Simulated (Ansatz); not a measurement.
# CHGaSi (triplet): wave-function methods side by side at distance Ga2–Si3 = 2.325 Å, cc-pVDZ

One table from this session's results is given with a row withheld; the runs are named, their logs left out.

The runs use Ansatz 0.2.0, Gaussian basis; cc-pVDZ, core rule «outside noble gas», up to 20 orbitals frozen.

The runs, in order: UHF; CCSD(T) on ROHF; CCSD(T) on UHF; BCCD(T) on ROHF; CISD; CCSDT(Q) on ROHF; CCSDT(Q) on UHF; CASSCF and MRCISD+Q, 4 electrons in 4 orbitals; CASSCF and NEVPT2, 4 electrons in 4 orbitals.

30 further runs of the same task are left out: 2 for a mislabelled method, 2 for a known fault of the program, 19 that didn't finish, 7 set aside as unsound or not needed.

### The geometry

The geometry derives from a PBE0/def2-TZVP stationary point (not a proven minimum). One bond is set to the value named and the two fragments are kept rigid. No spin-orbit coupling is included. The filled d shell of Ga may be among the frozen orbitals whatever the setting's name suggests; the logs give the count.

4 atoms, charge 0, spin multiplicity 3.

Atoms are counted from 1 here; the program's logs count them from 0.

Bond lengths: C1–Ga2 1.917 Å, Ga2–Si3 2.326 Å, Si3–H4 1.540 Å. Angles: C1–Ga2–Si3 178.8°, Ga2–Si3–H4 80.4°.

As a file:

```tsv
atom	x (Å)	y (Å)	z (Å)
C1	0.00000	0.02860	2.31747
Ga2	0.00000	0.00417	0.40051
Si3	0.00000	-0.07466	-1.92370
H4	0.00000	1.45104	-1.71734
```

Set-up of the first run:

Contents of in.yaml:

```yaml
crystal:
  periodic: [false, false, false]
  atoms:
    - {symbol: C, position_ang: [0.000000, 0.028596, 2.317470]}
    - {symbol: Ga, position_ang: [0.000000, 0.004173, 0.400507]}
    - {symbol: Si, position_ang: [0.000000, -0.074664, -1.923698]}
    - {symbol: H, position_ang: [0.000000, 1.451037, -1.717335]}
basis:
  gaussian: {orbitals: cc-pVDZ}
magnetization: {spin_polarized: true, initial_magnetization: 2}
hamiltonian: {xc: hf}
output: {orbitals: {seedname: orbitals}}
```

Started as:

```sh
> ansatz run in.yaml --threads 1 --pin off --events-out ev --progress --plain --max-ram 2393MiB
```

Among the steps run: UHF; CCSD(T) on ROHF; CCSD(T) on UHF; BCCD(T) on ROHF; CISD; CCSDT(Q) on ROHF; CCSDT(Q) on UHF; CASSCF and MRCISD+Q, 4 electrons in 4 orbitals; CASSCF and NEVPT2, 4 electrons in 4 orbitals.

One table of the session follows, with a row left open; its other results are not shown here.

| method | from RCCSDT(Q) (kJ/mol) |
| --- | --- |
| UHF | +651.0 |
| RMP2 | +225.9 |
| UMP2 | +162.8 |
| RCCSD | +61.0 |
| UCCSD | +41.8 |
| RCCSD(T) | +15.0 |
| UCCSD(T) | +14.4 |
| BCCD(T) | +14.8 |
| RCCSDT | +9.4 |
| UCCSDT | +4.6 |
| RCCSDT(Q) | 0 |
| UCCSDT(Q) | +0.6 |
| CASSCF pair | ? |
| NEVPT2 pair | +164.8 |
| MRCISD pair | +106.8 |
| MRCISD+Q pair | +25.1 |

**Question.** Estimate the row for CASSCF pair.

As computed: from RCCSDT(Q) (kJ/mol): +661.3. In the column «from RCCSDT(Q) (kJ/mol)» it is the highest.

Not comparable, so not listed: CISD (they don't share determinant, frozen orbitals or solution with the rows shown, or repeat one).

Caveats from the session: The determinant is far from a pure spin state, so its energy mixes those of several spin states (harmless only where they are near-degenerate, as at dissociation). Left out of the table: ROHF (another determinant or state than the rows shown). Warnings: spin contamination; coupled cluster took another determinant than the lowest; large T1 diagnostic. Restricted and unrestricted rows rest on different reference determinants; where their highest levels disagree by more than a few hundredths of an eV, they describe different states and don't form one ladder.
